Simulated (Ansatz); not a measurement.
Wanted: the native input for an Ansatz 0.2.0 run.

| Quantity | Value |
| --- | --- |
| Task | band structure |
| Functional | PBEsol |
| Potentials or basis | Ansatz PAW |
| Cutoff | 420 eV (not typed: the program's choice for these potentials) |
| k mesh | 5 × 5 × 5 |
| Occupations | fermi-dirac, width 0.05 eV |
| Spin | collinear spin, ferromagnetic start |
| Starting moments | [0.0, 0.0, 0.0, 0.0, 1.0, 0.0, 0.0, 0.0, 0.0, 0.0, 0.0, 0.0, 0.0, 0.0, 0.0, 0.0] μB |
| Path | [["G", "X", "W", "K", "G", "L", "U", "W", "L", "K"], ["U", "X"]] |
| Points for each segment of the path | 10 |

Crystal: Ta4NiO11.

```
CELL_PARAMETERS angstrom
0.00000 4.86715 4.86715
4.86715 0.00000 4.86715
4.86715 4.86715 0.00000
ATOMIC_POSITIONS crystal
Ta 0.63007 0.10980 0.63007
Ta 0.63007 0.63007 0.63007
Ta 0.10980 0.63007 0.63007
Ta 0.63007 0.63007 0.10980
Ni 0.00000 0.00000 0.00000
O 0.25000 0.25000 0.25000
O 0.84346 0.46962 0.84346
O 0.84346 0.84346 0.84346
O 0.46962 0.84346 0.84346
O 0.84346 0.84346 0.46962
O 0.30023 0.69977 0.69977
O 0.69977 0.30023 0.30023
O 0.69977 0.69977 0.30023
O 0.30023 0.30023 0.69977
O 0.30023 0.69977 0.30023
O 0.69977 0.30023 0.69977
```

The cell was built by a generator and needn't be a form met in nature.

The input as run:

input.yaml

```yaml
crystal:
  lattice:
    - [0.0, 4.86715, 4.86715]
    - [4.86715, 0.0, 4.86715]
    - [4.86715, 4.86715, 0.0]
  atoms:
    - { symbol: Ta, position: [0.63007, 0.1098, 0.63007] }
    - { symbol: Ta, position: [0.63007, 0.63007, 0.63007] }
    - { symbol: Ta, position: [0.1098, 0.63007, 0.63007] }
    - { symbol: Ta, position: [0.63007, 0.63007, 0.1098] }
    - { symbol: Ni, position: [0.0, 0.0, 0.0], spin: 1.0 }
    - { symbol: O, position: [0.25, 0.25, 0.25] }
    - { symbol: O, position: [0.84346, 0.46962, 0.84346] }
    - { symbol: O, position: [0.84346, 0.84346, 0.84346] }
    - { symbol: O, position: [0.46962, 0.84346, 0.84346] }
    - { symbol: O, position: [0.84346, 0.84346, 0.46962] }
    - { symbol: O, position: [0.30023, 0.69977, 0.69977] }
    - { symbol: O, position: [0.69977, 0.30023, 0.30023] }
    - { symbol: O, position: [0.69977, 0.69977, 0.30023] }
    - { symbol: O, position: [0.30023, 0.30023, 0.69977] }
    - { symbol: O, position: [0.30023, 0.69977, 0.30023] }
    - { symbol: O, position: [0.69977, 0.30023, 0.69977] }
hamiltonian:
  xc: pbesol
  pseudopotentials: { kind: paw }
magnetization:
  spin_polarized: true
kpoints:
  mp_grid: { grid: [5, 5, 5] }
  band_path:
    path:
      - [[0.0, 0.0, 0.0], [0.5, 0.0, 0.5], [0.5, 0.25, 0.75], [0.375, 0.375, 0.75], [0.0, 0.0, 0.0], [0.5, 0.5, 0.5], [0.625, 0.25, 0.625], [0.5, 0.25, 0.75], [0.5, 0.5, 0.5], [0.375, 0.375, 0.75]]
      - [[0.625, 0.25, 0.625], [0.5, 0.0, 0.5]]
    npoints: 10
scf:
  occupations: { method: fermi_dirac, width: 0.05 }
  n_extra_bands: 40
output:
  forces: true
  stress: true
  eigenvalues: true
  fatbands: false
```

Potentials or basis: Ansatz PAW.

Launch:

```bash
$ ansatz run input.yaml --threads 8 --pin off --max-ram 20480MiB --backend cpu --events-out ev --progress --plain --runs-dir out
```

It gave:

```json
{
  "Pressure": "-4.8 GPa",
  "Largest force": "0.315 eV/Å",
  "Band gap on the k mesh": "none (metal or under the smearing width)",
  "Net moment": "2.24 μB per cell",
  "Absolute moment": "2.51 μB per cell",
  "Site moments": "Ta -0.01; Ni +1.03; O +1.27, +0.00, -0.00 μB"
}
```

Caveat: the pressure holds a Pulay correction of +0.6 GPa for the finite cutoff; spin-orbit coupling is left out, which moves the levels of the heavy elements; a cell with one magnetic atom can't hold antiferromagnetic order, which such compounds often take; semilocal functionals often make such compounds metallic where correlation or magnetic order opens a gap, which also shifts bond lengths; the PAW data sets come from PBE, with cores solved anew for the run's functional, which leaves a small shift of forces and pressure.

It took 19 min on 8 threads of Arm Neoverse V1, with other jobs on the host, peak memory 7.5 GiB.
